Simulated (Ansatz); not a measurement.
**CH₄BClOS: a ladder of functionals and wavefunction methods**

One table from this session's results is given with a row withheld; the runs are named, their logs left out.

Program: Ansatz 0.2.0, Gaussian basis. Level of theory: functionals in def2-TZVPP, the program's frozen cores in correlated methods. These are calculated values, not measurements.

Plan: PBE-D4, r2SCAN-D4, PBE0-D4, B3LYP-D4, ωB97X-V, ωB97M-V, B2PLYP; CCSD(T)/def2-TZVPP; MP2/def2-QZVPP; extrapolation to the limit.

## Structure used throughout

An earlier PBE0-D4 in a triple-zeta def2 set relaxation fixed the geometry.

SMILES `CSB(O)Cl`, 9 atoms, charge 0, spin multiplicity 1.

Atoms are counted from 1 here; the program's logs count them from 0.

Bond lengths: C1–S2 1.810 Å, C1–H6 1.089 Å, C1–H7 1.088 Å, C1–H8 1.088 Å, S2–B3 1.789 Å, B3–O4 1.352 Å, B3–Cl5 1.773 Å, O4–H9 0.962 Å. Angles: S2–C1–H6 106.7°, S2–C1–H7 110.7°, S2–C1–H8 110.7°, H6–C1–H7 109.5°, H6–C1–H8 109.5°, H7–C1–H8 109.7°, C1–S2–B3 101.3°, S2–B3–O4 121.7°, S2–B3–Cl5 117.7°, O4–B3–Cl5 120.6°, B3–O4–H9 113.0°.

The first run:

in.yaml reads:

```yaml
crystal:
  periodic: [false, false, false]
  atoms:
    - {symbol: C, position_ang: [1.157223, -0.168332, 1.018882]}
    - {symbol: S, position_ang: [0.961464, 0.865957, -0.453650]}
    - {symbol: B, position_ang: [-0.675575, 0.393469, -0.999673]}
    - {symbol: O, position_ang: [-1.409924, -0.525049, -0.332885]}
    - {symbol: Cl, position_ang: [-1.314012, 1.173927, -2.458182]}
    - {symbol: H, position_ang: [2.144104, 0.048812, 1.425440]}
    - {symbol: H, position_ang: [0.397928, 0.071823, 1.760605]}
    - {symbol: H, position_ang: [1.095690, -1.223121, 0.758213]}
    - {symbol: H, position_ang: [-2.268398, -0.683686, -0.735851]}
basis:
  gaussian: {orbitals: def2-TZVPP}
hamiltonian: {xc: pbe, dispersion: d4}
output: {forces: true, orbitals: {seedname: orbitals}}
```

Launch:

```sh
> ansatz run in.yaml --threads 4 --pin off --events-out ev --progress --plain --max-ram 10444MiB
```

Among the steps run: PBE-D4 (GGA); r2SCAN-D4 (meta-GGA); PBE0-D4 (hybrid); B3LYP-D4 (hybrid); ωB97X-V (range-separated); ωB97M-V (range-separated); B2PLYP (double hybrid); CCSD(T) in def2-TZVPP; MP2 in def2-QZVPP.

One of the session's tables, all rows but one given; the rest of the session is left out.

| method | atomisation energy (kJ/mol) |
| --- | --- |
| PBE-D4 | 3559.7 |
| r2SCAN-D4 | 3501.5 |
| PBE0-D4 | 3491.6 |
| B3LYP-D4 | 3456.0 |
| ωB97X-V | 3476.5 |
| ωB97M-V | 3492.4 |
| B2PLYP | ? |
| HF/def2-TZVPP | 2547.2 |
| MP2/def2-TZVPP | 3465.7 |
| CCSD/def2-TZVPP | 3309.3 |
| CCSD(T)/def2-TZVPP | 3369.8 |
| MP2/CBS | 3558.8 |
| CCSD(T)/CBS | 3462.9 |

Q: Estimate the row for B2PLYP from the others.

**Answer.** atomisation energy (kJ/mol): 3427.0. In the column «atomisation energy (kJ/mol)» it lies between CCSD(T)/def2-TZVPP (3369.8) and B3LYP-D4 (3456.0).
